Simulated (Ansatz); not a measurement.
# P: the cost of one run

Program: Ansatz 0.2.0. Level of theory: DFT r2SCAN, scalar-relativistic, plane waves, PAW. These are calculated values, not measurements.

## 1. The system as given

The structure is orthorhombic, space group Imma (No. 74). The conventional cell has a = 3.383 Å, b = 5.030 Å, c = 3.718 Å, α = 90.00°, β = 90.00°, γ = 90.00°. Around P (site symmetry mm2) lie 4 P at 2.24 to 2.55 Å.

Structure file:

```cif
data_structure
_symmetry_space_group_name_H-M 'P 1'
_symmetry_Int_Tables_number 1
_cell_length_a 3.5557
_cell_length_b 3.5557
_cell_length_c 3.5557
_cell_angle_alpha 123.188
_cell_angle_beta 89.958
_cell_angle_gamma 116.958
_cell_volume 31.63
loop_
_atom_site_label
_atom_site_type_symbol
_atom_site_fract_x
_atom_site_fract_y
_atom_site_fract_z
_atom_site_occupancy
P1 P 0.80331 0.05331 0.75000 1
P2 P 0.19669 0.94669 0.25000 1
```

It goes back to an entry of the Materials Project, which need not be the stable form.

No relaxation comes first: the listed cell is the starting point.

## 2. The reference cell

The reference gives a free energy of -1518.1356 eV, pressure 1.62 GPa, largest force 0.167 eV/Å and gap on the mesh none (metal). It was computed beforehand with the settings of the runs below.

## 3. Setting up a two-dimensional strain map

The cell is strained by p along both x and y and by q along z, with fractional coordinates fixed.

## 4. At p = -0.080, q = -0.080

input.yaml reads:

```yaml
crystal:
  lattice:
    - [-1.5561892397, 2.3139518343, 1.7102286049]
    - [1.5561892397, -2.3139518343, 1.7102286049]
    - [1.5561892397, 2.3139518343, -1.7102286049]
  atoms:
    - { symbol: P, position: [0.80330911, 0.05330911, 0.75] }
    - { symbol: P, position: [0.19669089, 0.94669089, 0.25] }
basis:
  ecutwfc: 500
kpoints:
  mp_grid: { grid: [18, 18, 18] }
hamiltonian:
  xc: r2scan
scf:
  occupations: { method: gaussian, width: 0.15 }
output:
  forces: true
  stress: true
  eigenvalues: true
  write_density: true
  write_potential: true
  elf: true
  volumetric_format: npy
```

Run with:

```bash
$ ansatz run input.yaml --threads 1 --pin off --max-ram 2560MiB --backend cpu --events-out ev --progress --plain --runs-dir out
```

What time and memory should one allow on 1 thread of AMD EPYC (Zen 3), shared host?

About 61 s, with a peak of 0.58 GiB.
